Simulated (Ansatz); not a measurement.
Runs of Ansatz 0.2.0 on LaBi2ClO4. The structure is tetragonal, space group P4/mmm (No. 123). Conventional cell: a = 3.989 Å, b = 3.989 Å, c = 9.333 Å, α = 90.00°, β = 90.00°, γ = 90.00°. Bi (site symmetry 4mm) has 4 O at 2.27 Å as nearest neighbours. La (site symmetry 4/mmm) has 8 O at 2.50 Å as nearest neighbours. Cl (site symmetry 4/mmm) has 8 Bi at 3.50 Å and 8 O at 3.73 Å and 4 Cl at 3.99 Å as nearest neighbours. O (site symmetry 2mm) has 2 Bi at 2.27 Å and 2 La at 2.50 Å as nearest neighbours. The cell is a database's computed one.

| cell | target pressure (GPa) | gap on the mesh (eV) | pressure (GPa) |
| --- | --- | --- | --- |
| relaxed to 30 GPa | 30 | 1.04 | 30.0 |
| relaxed to 20 GPa | 20 | 1.02 | 20.0 |
| relaxed to 2 GPa | 2 | 1.18 | 2.0 |
| relaxed to 5 GPa | 5 | (a) | 5.0 |
| relaxed to 10 GPa | 10 | 1.04 | 10.0 |

Alike in all rows: task relaxation of cell and atoms; level PBEsol; potentials or basis Ansatz PAW; no spin polarisation; k mesh 7 × 7 × 3; cutoff (eV) 420; smearing fermi-dirac 0.05 eV.

Estimate the missing entries.

(a) 1.11.

Caveats: odd divisions of the mesh miss points on the zone boundary, where band edges often lie, so the gap on the mesh can be too wide; the plane-wave basis is chosen anew once the cell has moved, so the energies of steps on either side of that aren't comparable; spin-orbit coupling is left out, which as a rule narrows the gap of such compounds by several tenths of an eV; the PAW data sets come from PBE, with cores solved anew for the run's functional, which leaves a small shift of forces and pressure.

A k mesh can miss the band edges, and the runs leave out spin-orbit coupling on Bi, La.
